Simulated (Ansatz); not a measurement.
# LiVSe3: the cost of one run

Method: DFT PBE, scalar-relativistic, plane waves, PAW, in Ansatz 0.2.0.

## 1. Starting point

It takes space group Pm-3m (No. 221, cubic). Conventional cell: a = 5.040 Å, b = 5.040 Å, c = 5.040 Å, α = 90.00°, β = 90.00°, γ = 90.00°. Li (site symmetry m-3m) is surrounded by 12 Se at 3.56 Å. Around V (site symmetry m-3m) lie 6 Se at 2.52 Å. Se (site symmetry 4/mmm) has 2 V at 2.52 Å and 4 Li at 3.56 Å as nearest neighbours.

Coordinates:

```cif
data_structure
_symmetry_space_group_name_H-M 'Pm-3m'
_symmetry_Int_Tables_number 221
_cell_length_a 5.0400
_cell_length_b 5.0400
_cell_length_c 5.0400
_cell_angle_alpha 90.000
_cell_angle_beta 90.000
_cell_angle_gamma 90.000
_cell_volume 128.02
loop_
_atom_site_label
_atom_site_type_symbol
_atom_site_symmetry_multiplicity
_atom_site_Wyckoff_symbol
_atom_site_fract_x
_atom_site_fract_y
_atom_site_fract_z
_atom_site_occupancy
Li1 Li 1 a 0.00000 0.00000 0.00000 1
V1 V 1 b 0.50000 0.50000 0.50000 1
Se1 Se 3 c 0.50000 0.50000 0.00000 1
```

This is a trial structure built by rule; it need not be a known or stable form of this composition.

The cell is the ideal cubic perovskite prototype; whether it is the stable structure of this composition wasn't checked.

## 2. Coarse point 1 of the search for the rest volume

input.yaml reads:

```yaml
crystal:
  lattice:
    - [5.04, 0.0, 0.0]
    - [0.0, 5.04, 0.0]
    - [0.0, 0.0, 5.04]
  atoms:
    - { symbol: Li, position: [0.0, 0.0, 0.0] }
    - { symbol: V, position: [0.5, 0.5, 0.5] }
    - { symbol: Se, position: [0.5, 0.5, 0.0] }
    - { symbol: Se, position: [0.5, 0.0, 0.5] }
    - { symbol: Se, position: [0.0, 0.5, 0.5] }
basis:
  ecutwfc: 420
kpoints:
  mp_grid: { grid: [4, 4, 4] }
hamiltonian:
  xc: pbe
scf:
  occupations: { method: gaussian, width: 0.05 }
output:
  forces: true
  stress: true
  eigenvalues: true
```

Run with:

```console
$ ansatz run input.yaml --threads 1 --pin off --max-ram 1228MiB --backend cpu --events-out ev --progress --plain --runs-dir out
```

Q: Estimate wall time and peak memory on 1 thread of an Arm CPU, shared host.

About 7.2 s, with a peak of 0.4 GiB.
